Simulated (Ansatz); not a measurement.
# CH7FOSi2: a ladder of functionals and wavefunction methods

The task here is to estimate one member of a computed series from the others.

Method: functionals in def2-TZVPP, the program's frozen cores in correlated methods; program: Ansatz 0.2.0, Gaussian basis.

Plan: LDA (SPW92), PBE-D4, revPBE-D4, BLYP-D4, r2SCAN-D4, B97M-V, PBE0-D4, B3LYP-D4, r2SCANh-D4, r2SCAN0-D4, HSE06-D4, BHLYP-D4, CAM-B3LYP-D4, LC-ωPBE, ωB97X-V, ωB97M-V, B2PLYP, PBE-QIDH; CCSD(T)/def2-SVP; CCSD(T)/def2-TZVPP; MP2/def2-QZVPP; extrapolation to the limit; RPA on PBE.

## The relaxed structure

An earlier PBE0-D4 in a triple-zeta def2 set relaxation fixed the geometry.

SMILES `CO[SiH2][SiH2]F`, 12 atoms, charge 0, spin multiplicity 1.

Atoms are counted from 1 here; the program's logs count them from 0.

Bond lengths: C1–O2 1.411 Å, C1–H6 1.096 Å, C1–H7 1.096 Å, C1–H8 1.091 Å, O2–Si3 1.645 Å, Si3–Si4 2.355 Å, Si3–H9 1.485 Å, Si3–H10 1.493 Å, Si4–F5 1.612 Å, Si4–H11 1.487 Å, Si4–H12 1.489 Å. Angles: O2–C1–H6 111.7°, O2–C1–H7 111.4°, O2–C1–H8 108.1°, H6–C1–H7 108.5°, H6–C1–H8 108.6°, H7–C1–H8 108.6°, C1–O2–Si3 122.5°, O2–Si3–Si4 112.2°, O2–Si3–H9 106.6°, O2–Si3–H10 110.7°, Si4–Si3–H9 109.1°, Si4–Si3–H10 108.8°, H9–Si3–H10 109.4°, Si3–Si4–F5 109.6°, Si3–Si4–H11 112.3°, Si3–Si4–H12 111.2°, F5–Si4–H11 107.2°, F5–Si4–H12 107.7° and more.

Set-up of the first run:

Contents of in.yaml:

```yaml
crystal:
  periodic: [false, false, false]
  atoms:
    - {symbol: C, position_ang: [-1.578640, 0.238016, 1.179721]}
    - {symbol: O, position_ang: [-0.478128, -0.641354, 1.262235]}
    - {symbol: Si, position_ang: [0.985951, -0.290400, 0.599622]}
    - {symbol: Si, position_ang: [0.889202, -0.151362, -1.749474]}
    - {symbol: F, position_ang: [-0.120139, 1.029068, -2.179518]}
    - {symbol: H, position_ang: [-1.870287, 0.425169, 0.139983]}
    - {symbol: H, position_ang: [-1.357571, 1.199717, 1.656606]}
    - {symbol: H, position_ang: [-2.419886, -0.222575, 1.699420]}
    - {symbol: H, position_ang: [1.900546, -1.395763, 0.983413]}
    - {symbol: H, position_ang: [1.514285, 0.999030, 1.136816]}
    - {symbol: H, position_ang: [0.385960, -1.406468, -2.368860]}
    - {symbol: H, position_ang: [2.225409, 0.161822, -2.325964]}
basis:
  gaussian: {orbitals: def2-TZVPP}
hamiltonian: {xc: lda}
output: {orbitals: {seedname: orbitals}}
```

Command:

```console
> ansatz run in.yaml --threads 4 --pin off --events-out ev --progress --plain --max-ram 10444MiB
```

Among the steps run: LDA; PBE-D4 (GGA); revPBE-D4 (GGA); BLYP-D4 (GGA); r2SCAN-D4 (meta-GGA); B97M-V (meta-GGA); B3LYP-D4 (hybrid); r2SCANh-D4 (hybrid); r2SCAN0-D4 (hybrid); HSE06-D4 (hybrid); BHLYP-D4 (hybrid); CAM-B3LYP-D4 (range-separated); LC-ωPBE (range-separated); ωB97X-V (range-separated); ωB97M-V (range-separated); B2PLYP (double hybrid); PBE-QIDH (double hybrid).

One table of the session follows, with a row left open; its other results are not shown here.

It belongs to the step «Frontier levels by functional». 

```
  functional  HOMO (eV)  gap (eV)
 LDA (SPW92)      -6.47      4.53
      PBE-D4      -6.38      4.70
   revPBE-D4      -6.34      4.79
     BLYP-D4      -6.29      4.79
   r2SCAN-D4      -6.67      5.29
      B97M-V      -6.83      5.24
     PBE0-D4      -7.70      6.89
    B3LYP-D4      -7.50      6.52
  r2SCANh-D4      -7.16      6.08
  r2SCAN0-D4      -7.89      7.25
    HSE06-D4      -7.30      6.12
    BHLYP-D4      -8.93      9.07
CAM-B3LYP-D4      -9.03      9.30
     LC-ωPBE     -10.30     11.71
     ωB97X-V     -10.00     11.28
     ωB97M-V          ?         ?
```

Estimate the missing values for ωB97M-V.

The run gave: HOMO (eV): -9.82; gap (eV): 10.80. In the column «HOMO (eV)» it lies between ωB97X-V (-10.00) and CAM-B3LYP-D4 (-9.03).
